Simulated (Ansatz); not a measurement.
Crystal: K3Ge.

```xyz
4
Lattice="0.0000 4.3110 4.3110 4.3110 0.0000 4.3110 4.3110 4.3110 0.0000" Properties=species:S:1:pos:R:3 pbc="T T T"
Ge    0.0000    0.0000    0.0000
K     4.3110    4.3110    4.3110
K     6.4665    6.4665    6.4665
K     2.1555    2.1555    2.1555
```

The cell comes from a database or a generator and needn't be the stable form of this composition.

```yaml
Program: Ansatz 0.2.0
Task: single point
Functional: PBE
Potentials_or_basis: Ansatz PAW
Cutoff: "420 eV (not typed: the program's choice for these potentials)"
k_mesh: 6 × 6 × 6
Occupations: fermi-dirac, width 0.05 eV
Spin: no spin polarisation
```

On this cell: pressure 0.0 GPa; largest force zero by symmetry; band gap on the k mesh none (metal or under the smearing width).

The same run follows on a disturbed copy (atoms moved at random, drawn with an rms of 0.05 Å):

```
Ge K
1.0
     0.00000    4.31101    4.31101
     4.31101    0.00000    4.31101
     4.31101    4.31101    0.00000
Ge K
1 3
Direct
  0.00777 0.98668 0.00367
  0.50156 0.50526 0.49612
  0.73992 0.74371 0.75079
  0.24481 0.25289 0.25557
```

Problem. What does the disturbed cell give?

Solution. The energy (extrapolated to zero smearing) moves by +2.0 meV/atom; pressure 0.1 GPa; largest force 0.108 eV/Å; band gap on the k mesh none (metal or under the smearing width).

Forces in eV/Å, atoms in the order of the input:
```
Ge   0.036 -0.048 -0.018
K    0.004 -0.020 -0.056
K    0.022  0.064  0.084
K   -0.063  0.004 -0.010
```

Stress tensor (GPa, compression positive):
```
0.07 0.05 0.04
0.05 0.07 0.07
0.04 0.07 0.06
```
